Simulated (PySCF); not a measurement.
# C4H10GeO: the cost of one run

The runs use PySCF 2.14.0, with density-fitted response routines of our own; the level of theory stands in each step. All values are computed, except where a source is named. Atoms are numbered from 0 throughout.

### Step 1. The molecule as given

16 atoms, charge 0, multiplicity 1; geometry from: GFN2-xTB.

Bonds of the start (Å): C0–C1 1.50, C1–C2 1.33, C2–C3 1.50, C2–O4 1.37, O4–Ge5 1.75, C0–H6 1.09, C0–H7 1.09, C0–H8 1.09, C1–H9 1.09, C3–H10 1.09, C3–H11 1.09, C3–H12 1.09, Ge5–H13 1.49, Ge5–H14 1.50, Ge5–H15 1.50.

### Step 2. TDDFT and polarisability: CAM-B3LYP/def2-SVPD

Job settings and geometry (Å):

```
{"job": {"kind": "uv", "xc": "CAM-B3LYP", "basis": "def2-SVPD", "nstates": 8, "ntriplets": 3}, "charge": 0, "multiplicity": 1}
C     -2.105006     0.735387     0.290943
C     -0.613829     0.656196     0.207302
C      0.086728    -0.471498     0.233176
C     -0.522601    -1.840849     0.343205
O      1.449838    -0.516816     0.156198
Ge     2.585387     0.804195    -0.012039
H     -2.570101    -0.135793    -0.163828
H     -2.431315     0.789998     1.331182
H     -2.463944     1.627268    -0.217625
H     -0.077302     1.597270     0.140634
H     -1.039774    -2.104574    -0.578752
H      0.266020    -2.567675     0.518016
H     -1.236069    -1.879884     1.163131
H      3.857051     0.032269    -0.048707
H      2.314707     1.561581    -1.280549
H      2.492609     1.721867     1.173785
```

Level: TDDFT CAM-B3LYP/def2-SVPD, vertical, gas phase, core orbitals frozen in the response.

Started as:

```console
> OMP_NUM_THREADS=1 python probes_run.py task.json out
```

This one command runs all jobs of the session in turn.

Q: Estimate the wall time and peak memory of this job on 1 thread of Arm Neoverse N1, shared host.

About 93 s, with a peak of 1 GiB.
